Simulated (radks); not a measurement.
**Xe³⁺ in [Kr] 4d10 5s2 5p3: an all-electron calculation**

One table from this session's results is given with a row withheld; the runs are named, their logs left out.

The numbers are computed with radks (a radial shooting solver on a logarithmic mesh, Libxc functionals) version 1 (Dirac Kohn-Sham, PBEsol, spin-unpolarised, spherical densities, point nucleus; open shells fill j = l - 1/2 first), except any that are marked as measured or tabulated.

**What is computed**

| Quantity | Value |
| --- | --- |
| element | xenon (Z = 54) |
| charge | +3 |
| electrons | 51 |
| configuration | [Kr] 4d10 5s2 5p3 |

Set-up of the first run:

Input:

```text
Z 54
configuration [Kr] 4d10 5s2 5p3
relativity Dirac
functional pbe_sol,pbe_sol
spin unpolarised
j_filling energy
nucleus point
c 137.035999084
```

The run is started by

```bash
> python run_ks.py task.json out
```

This one command runs every case of the session in turn.

One of the session's tables, all rows but one given; the rest of the session is left out.

It belongs to the step «Radial structure». From the orbitals of this run (lengths in bohr):

| level | <r> | outermost maximum (interpolated) | 90 % within | nodes |
| --- | --- | --- | --- | --- |
| 1s1/2 | 0.02666 | 0.0172 | 0.0480 | 0 |
| 2s1/2 | 0.1142 | 0.0971 | 0.177 | 1 |
| 2p1/2 | 0.09623 | 0.0744 | 0.158 | 0 |
| 2p3/2 | 0.1020 | 0.0793 | 0.166 | 0 |
| 3s1/2 | 0.3062 | 0.279 | 0.450 | 2 |
| 3p1/2 | ? | ? | ? | ? |
| 3p3/2 | 0.3080 | 0.277 | 0.462 | 1 |
| 3d3/2 | 0.2788 | 0.224 | 0.438 | 0 |
| 3d5/2 | 0.2825 | 0.227 | 0.443 | 0 |
| 4s1/2 | 0.7164 | 0.661 | 1.03 | 3 |
| 4p1/2 | 0.7453 | 0.677 | 1.09 | 2 |
| 4p3/2 | 0.7732 | 0.701 | 1.13 | 2 |
| 4d3/2 | 0.8670 | 0.743 | 1.32 | 1 |
| 4d5/2 | 0.8777 | 0.752 | 1.33 | 1 |
| 5s1/2 | 1.747 | 1.58 | 2.50 | 4 |
| 5p1/2 | 1.961 | 1.75 | 2.83 | 3 |
| 5p3/2 | 2.030 | 1.82 | 2.93 | 3 |

**Question.** Estimate the row for 3p1/2.

**Answer.** <r>: 0.2963; outermost maximum (interpolated): 0.266; 90 % within: 0.446; nodes: 1. In the column «<r>» it lies between 3d5/2 (0.2825) and 3s1/2 (0.3062).

Limits of these values: Spin polarisation and multiplet splitting are left out.
